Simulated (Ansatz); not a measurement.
# FH2NO2W: basis-set convergence

Aim: see how fast density functionals converge with the basis set for FH2NO2W.

The runs use Ansatz 0.2.0, Gaussian basis; one geometry, several basis sets.

The runs, in order: PBE0-D4/def2-SVP; ωB97M-V/def2-SVP; PBE0-D4/def2-QZVPP; ωB97M-V/def2-QZVPP; the functionals' def2-TZVPP values are taken from earlier runs.

### Step 1. The relaxed structure

All runs share one geometry, relaxed beforehand with PBE0-D4 in a triple-zeta def2 set. W takes the def2 core potential; no spin-orbit term is included.

SMILES `[NH2][W](=[O])(=[O])[F]`, 7 atoms, charge 0, spin multiplicity 1.

Atoms are counted from 1 here; the program's logs count them from 0.

Bond lengths: N1–W2 1.929 Å, N1–H6 1.010 Å, N1–H7 1.010 Å, W2–O3 1.703 Å, W2–O4 1.703 Å, W2–F5 1.865 Å. Angles: W2–N1–H6 123.3°, W2–N1–H7 123.3°, H6–N1–H7 111.6°, N1–W2–O3 107.7°, N1–W2–O4 107.7°, N1–W2–F5 111.2°, O3–W2–O4 110.3°, O3–W2–F5 109.9°, O4–W2–F5 109.9°.

### Step 2. PBE0-D4 in def2-SVP

in.yaml

```yaml
crystal:
  periodic: [false, false, false]
  atoms:
    - {symbol: N, position_ang: [-0.791459, 0.777566, 0.425375]}
    - {symbol: W, position_ang: [0.510877, -0.458290, -0.279717]}
    - {symbol: O, position_ang: [1.211248, -1.280158, 1.037016]}
    - {symbol: O, position_ang: [-0.309894, -1.554113, -1.292277]}
    - {symbol: F, position_ang: [1.831877, 0.433774, -1.247227]}
    - {symbol: H, position_ang: [-0.772142, 1.122346, 1.373997]}
    - {symbol: H, position_ang: [-1.680508, 0.958874, -0.017167]}
basis:
  gaussian: {orbitals: def2-SVP}
hamiltonian: {xc: pbe0, dispersion: d4}
output: {orbitals: {seedname: orbitals}}
```

Run with:

```console
$ ansatz run in.yaml --threads 4 --pin off --events-out ev --progress --plain --max-ram 10444MiB
```

The runs that follow: ωB97M-V in def2-SVP; PBE0-D4 in def2-QZVPP; ωB97M-V in def2-QZVPP.

Q: Predict the results of all the runs planned. Wanted: PBE0-D4: double and triple zeta above quadruple; ωB97M-V: double and triple zeta above quadruple.

**Answer**, as computed:

| quantity | value |
| --- | --- |
| PBE0-D4: double and triple zeta above quadruple | 11.47, 0.48 eV |
| ωB97M-V: double and triple zeta above quadruple | 11.73, 0.44 eV |

What this shows: PBE0-D4 gains 10.99 eV from double to triple zeta, then 0.48 eV more. Total energies overstate the basis error of differences, where much of it tends to cancel.
